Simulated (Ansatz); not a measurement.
# Ta2Al5: the cost of one run

Program: Ansatz 0.2.0. Level of theory: DFT PBE, scalar-relativistic, plane waves, PAW, unless a step names another level. These are calculated values, not measurements.

### 1 The structure to begin with

The structure is monoclinic, space group C2/m (No. 12). Conventional cell: a = 9.503 Å, b = 3.837 Å, c = 6.282 Å, α = 90.00°, β = 96.37°, γ = 90.00°. Around Ta (site symmetry m) lie 11 Al at 2.73 to 2.99 Å and 1 Ta at 2.89 Å. Al (site symmetry m) has 7 Al at 2.74 to 3.02 Å and 5 Ta at 2.83 to 2.99 Å in its first shell of neighbours. Al (site symmetry m) is surrounded by 8 Al at 2.74 to 2.92 Å and 4 Ta at 2.87 to 2.92 Å. Al (site symmetry 2/m) is surrounded by 4 Ta at 2.73 Å and 8 Al at 2.87 to 2.92 Å.

Coordinates:

```cif
data_structure
_symmetry_space_group_name_H-M 'C2/m'
_symmetry_Int_Tables_number 12
_cell_length_a 9.5034
_cell_length_b 3.8370
_cell_length_c 6.2819
_cell_angle_alpha 90.000
_cell_angle_beta 96.368
_cell_angle_gamma 90.000
_cell_volume 227.65
loop_
_atom_site_label
_atom_site_type_symbol
_atom_site_symmetry_multiplicity
_atom_site_Wyckoff_symbol
_atom_site_fract_x
_atom_site_fract_y
_atom_site_fract_z
_atom_site_occupancy
Ta1 Ta 4 i 0.93475 0.50000 0.28121 1
Al1 Al 4 i 0.85439 0.00000 0.57523 1
Al2 Al 4 i 0.71842 0.00000 0.14467 1
Al3 Al 2 a 0.00000 0.00000 0.00000 1
```

It came out lowest among 22 distinct ends of the trial cells. At a tolerance of 0.05 Å it has space group C2/m (No. 12).

### 2 A stricter relaxation, on the response runs' mesh and smearing

input.yaml

```yaml
crystal:
  lattice:
    - [4.7516960917, -1.9185118725, 0.0108160663]
    - [4.7516960917, 1.9185118725, 0.0108160663]
    - [-0.7109121509, 0.0, 6.2415201678]
  atoms:
    - { symbol: Ta, position: [0.4347460958, 0.4347460958, 0.2812122952] }
    - { symbol: Ta, position: [0.5652539042, 0.5652539042, 0.7187877048] }
    - { symbol: Al, position: [0.8543863694, 0.8543863694, 0.5752250483] }
    - { symbol: Al, position: [0.7184170212, 0.7184170212, 0.1446731166] }
    - { symbol: Al, position: [0.1456136306, 0.1456136306, 0.4247749517] }
    - { symbol: Al, position: [0.2815829788, 0.2815829788, 0.8553268834] }
    - { symbol: Al, position: [0.0, 0.0, 0.0] }
basis:
  ecutwfc: 420
kpoints:
  mp_grid: { grid: [10, 10, 6] }
hamiltonian:
  xc: pbe
scf:
  occupations: { method: gaussian, width: 0.1 }
output:
  forces: true
  stress: true
  eigenvalues: true
relax:
  adjacent_minimum: "off"
  f_tol: 0.001
  max_steps: 60
  cell: { stress_tol: 0.01 }
```

Command:

```bash
$ ansatz run input.yaml --threads 3 --pin off --max-ram 7680MiB --backend cpu --events-out ev --progress --plain --runs-dir out
```

**Question.** How long does this run take on 3 threads of Intel Xeon Platinum 8259CL at 2.50GHz (Skylake/Cascade Lake), shared host, and how much memory does it need?

About 40 s, with a peak of 0.8 GiB.
